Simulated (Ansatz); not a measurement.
# YbHf: the cost of one run

Method: DFT PBE, scalar-relativistic, plane waves, PAW, in Ansatz 0.2.0.

**1. The system as given**

The structure is hexagonal, space group P6/mmm (No. 191). The conventional cell has a = 3.219 Å, b = 3.219 Å, c = 5.109 Å, α = 90.00°, β = 90.00°, γ = 120.00°. Yb (site symmetry 6/mmm) is surrounded by 2 Hf at 2.55 Å. Hf (site symmetry 6/mmm) is surrounded by 2 Yb at 2.55 Å.

As a file:

```
CELL_PARAMETERS angstrom
3.21881 0.00000 0.00000
-1.60941 2.78757 0.00000
0.00000 0.00000 5.10857
ATOMIC_POSITIONS crystal
Yb 0.00000 0.00000 0.00000
Hf 0.00000 0.00000 0.50000
```

The cell is invented: random cell by space group and Wyckoff sites (P6/mmm, No. 191). Its size is a rough estimate.

**2. Probe: one point on a coarse mesh**

File input.yaml:

```yaml
crystal:
  lattice:
    - [3.21881244, 0.0, 0.0]
    - [-1.60940622, 2.78757334, 0.0]
    - [0.0, 0.0, 5.10857396]
  atoms:
    - { symbol: Yb, position: [0.0, 0.0, 0.0] }
    - { symbol: Hf, position: [0.0, 0.0, 0.5] }
basis:
  ecutwfc: 420
kpoints:
  mp_grid: { grid: [6, 6, 4] }
hamiltonian:
  xc: pbe
scf:
  occupations: { method: gaussian, width: 0.1 }
  lower_state_search: "off"
output:
  forces: true
  stress: true
  eigenvalues: true
```

Run with:

```
> ansatz run input.yaml --threads 1 --pin off --max-ram 2560MiB --backend cpu --events-out ev --progress --plain --runs-dir out
```

What time and memory should one allow on 1 thread of Arm Neoverse V2, shared host?

About 2.1 s, with a peak of 0.33 GiB.
